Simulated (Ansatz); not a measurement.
# CH5NSn: one species, many methods

How much do the methods differ for CH5NSn? The plan is to run it at one geometry with functionals of several rungs and with coupled cluster, and see how far each lands from CCSD(T) at the basis-set limit for the atomisation energy.

Computed with Ansatz 0.2.0, Gaussian basis. Level: functionals in def2-TZVPP, the program's frozen cores in correlated methods.

The runs, in order: LDA (SPW92), PBE-D4, revPBE-D4, BLYP-D4, r2SCAN-D4, B97M-V, PBE0-D4, B3LYP-D4, r2SCANh-D4, r2SCAN0-D4, HSE06-D4, BHLYP-D4, CAM-B3LYP-D4, LC-ωPBE, ωB97X-V, ωB97M-V, B2PLYP, PBE-QIDH; CCSD(T)/def2-SVP; CCSD(T)/def2-TZVPP; MP2/def2-QZVPP; extrapolation to the limit; RPA on PBE.

## (1) The geometry

An earlier PBE0-D4 in a triple-zeta def2 set relaxation fixed the geometry. Sn takes the def2 core potential; no spin-orbit term is included.

SMILES `C=[N][SnH3]`, 8 atoms, charge 0, spin multiplicity 1.

Atoms are counted from 1 here; the program's logs count them from 0.

Bond lengths: C1–N2 1.258 Å, C1–H4 1.099 Å, C1–H5 1.104 Å, N2–Sn3 2.056 Å, Sn3–H6 1.703 Å, Sn3–H7 1.716 Å, Sn3–H8 1.703 Å. Angles: N2–C1–H4 119.5°, N2–C1–H5 125.8°, H4–C1–H5 114.7°, C1–N2–Sn3 119.1°, N2–Sn3–H6 107.1°, N2–Sn3–H7 108.3°, N2–Sn3–H8 107.1°, H6–Sn3–H7 111.6°, H6–Sn3–H8 111.0°, H7–Sn3–H8 111.6°.

## (2) LDA

This LDA is Slater exchange with PW92 correlation.

Input file in.yaml:

```yaml
crystal:
  periodic: [false, false, false]
  atoms:
    - {symbol: C, position_ang: [-0.954916, 0.469524, -1.222867]}
    - {symbol: N, position_ang: [-1.044035, -0.016316, -0.066258]}
    - {symbol: Sn, position_ang: [0.675786, -0.402953, 0.992037]}
    - {symbol: H, position_ang: [-1.870310, 0.678675, -1.794087]}
    - {symbol: H, position_ang: [-0.016781, 0.718967, -1.748094]}
    - {symbol: H, position_ang: [0.601244, 0.520201, 2.421235]}
    - {symbol: H, position_ang: [2.017449, 0.044584, 0.021043]}
    - {symbol: H, position_ang: [0.683563, -2.069782, 1.341289]}
basis:
  gaussian: {orbitals: def2-TZVPP}
hamiltonian: {xc: lda}
output: {orbitals: {seedname: orbitals}}
```

Launch:

```console
$ ansatz run in.yaml --threads 2 --pin off --events-out ev --progress --plain --max-ram 4352MiB
```

The runs that follow: PBE-D4 (GGA); revPBE-D4 (GGA); BLYP-D4 (GGA); r2SCAN-D4 (meta-GGA); B97M-V (meta-GGA); PBE0-D4 (hybrid); B3LYP-D4 (hybrid); r2SCANh-D4 (hybrid); r2SCAN0-D4 (hybrid); HSE06-D4 (hybrid); BHLYP-D4 (hybrid); CAM-B3LYP-D4 (range-separated); LC-ωPBE (range-separated); ωB97X-V (range-separated); ωB97M-V (range-separated); B2PLYP (double hybrid); PBE-QIDH (double hybrid); CCSD(T) in def2-SVP; CCSD(T) in def2-TZVPP; MP2 in def2-QZVPP; RPA on PBE orbitals.

**Question.** What will the summary of the whole plan be? Wanted: atomisation energy, CCSD(T)/CBS; farthest beyond LDA; mean size of error, GGA; mean size of error, meta-GGA; mean size of error, hybrid; mean size of error, range-separated; mean size of error, double hybrid; gap, smallest and largest; T1 diagnostic.

**Answer**, as computed:

```
                               quantity                                                      value
        atomisation energy, CCSD(T)/CBS                                                  25.441 eV
    functionals within 0.254 eV (1.0 %)  BLYP-D4, B97M-V, B3LYP-D4, CAM-B3LYP-D4, ωB97X-V, ωB97M-V
                    farthest beyond LDA                                       BHLYP-D4 (-0.897 eV)
                mean size of error, GGA                                                   0.222 eV
           mean size of error, meta-GGA                                                   0.254 eV
             mean size of error, hybrid                                                   0.451 eV
    mean size of error, range-separated                                                   0.145 eV
      mean size of error, double hybrid                                                   0.494 eV
              gap, smallest and largest                  3.64 eV (LDA (SPW92)), 11.27 eV (LC-ωPBE)
                          T1 diagnostic                                                     0.0142
triples share of the correlation energy                                                      3.6 %
```

In words: LDA overbinds by 3.663 eV (14 %). PBE-D4 is off by +0.312 eV. Double hybrids carry the basis error of their MP2 part in triple zeta, and no dispersion term here, so their miss is partly the set-up's. The rungs range-separated, GGA, meta-GGA miss on average by less than the doubt on the reference (0.254 eV), so they tie. Misses under about 0.254 eV are within the doubt on the reference itself, which lacks core-valence correlation, spin-orbit coupling and higher excitations, and its outer-core shells are covered unevenly. All levels share the lack of spin-orbit coupling, which lowers the free heavy atoms and so the true binding. Hartree-Fock recovers 67 % of the binding; the rest is correlation. CCSD(T) in def2-SVP is off by -1.831 eV, more than most functionals: a good method in a small basis is no reference. The gap grows from 3.6 to 11.3 eV across the functionals, mostly with the share of exact exchange. Correlated methods include outer-core shells of Sn, which these sets cover unevenly.
